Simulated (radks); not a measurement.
# Sc in [Ar] 3d1 4s2: an all-electron calculation

One table from this session's results is given with a row withheld; the runs are named, their logs left out.

The numbers are computed with radks (a radial shooting solver on a logarithmic mesh, Libxc functionals) version 1 (scalar-relativistic Kohn-Sham, PBE, spin-polarised, spherical densities, finite nucleus; open shells are filled with parallel spins first), except any that are marked as measured or tabulated.

## The system

```
element            : scandium (Z = 21)
charge             : 0
electrons          : 21
configuration      : [Ar] 3d1 4s2
nuclear rms radius : 3.5459 fm
```

Outer shells as boxes (Hund's rule):

Sc
```
[Ar] core
3d [↑ ][  ][  ][  ][  ]
4s [↑↓]
```

Set-up of the first run:

The run's settings:

```text
Z 21
configuration [Ar] 3d1 4s2 4p0 5s0
relativity scalar-relativistic
functional pbe,pbe
spin polarised
nucleus finite rms 3.5459 fm
c 137.035999084
```

Run with:

```bash
$ python run_ks.py task.json out
```

All runs below come from this command, one after another.

One table of the session follows, with a row left open; its other results are not shown here.

It belongs to the step «Orbitals and density». Radial moments (bohr):

| level | <r> | outermost maximum (interpolated) | 90 % within | nodes |
| --- | --- | --- | --- | --- |
| 1s down | 0.07304 | 0.0478 | 0.130 | 0 |
| 1s up | 0.07304 | 0.0478 | 0.130 | 0 |
| 2s up | 0.3435 | 0.284 | 0.534 | 1 |
| 2s down | 0.3434 | 0.284 | 0.534 | 1 |
| 2p up | 0.3077 | 0.232 | 0.507 | 0 |
| 2p down | 0.3076 | 0.232 | 0.507 | 0 |
| 3s up | 1.075 | 0.927 | 1.61 | 2 |
| 3s down | 1.075 | 0.927 | 1.61 | 2 |
| 3p up | 1.169 | 0.969 | 1.80 | 1 |
| 3p down | 1.169 | 0.968 | 1.80 | 1 |
| 4s up | 3.686 | 3.09 | 5.54 | 3 |
| 4s down | 3.769 | 3.16 | 5.67 | 3 |
| 3d up | 1.839 | 1.10 | 3.32 | 0 |
| 3d down | ? | ? | ? | ? |
| 4p up | 4.997 | 3.99 | 7.72 | 2 |
| 4p down | 5.166 | 4.09 | 8.01 | 2 |

Estimate the missing values for 3d down.

The run gave: <r>: 1.921; outermost maximum (interpolated): 1.10; 90 % within: 3.52; nodes: 0. In the column «<r>» it lies between 3d up (1.839) and 4s up (3.686).

Limits of these values: Open shells are spherical and high-spin; term and fine-structure splittings are not resolved.
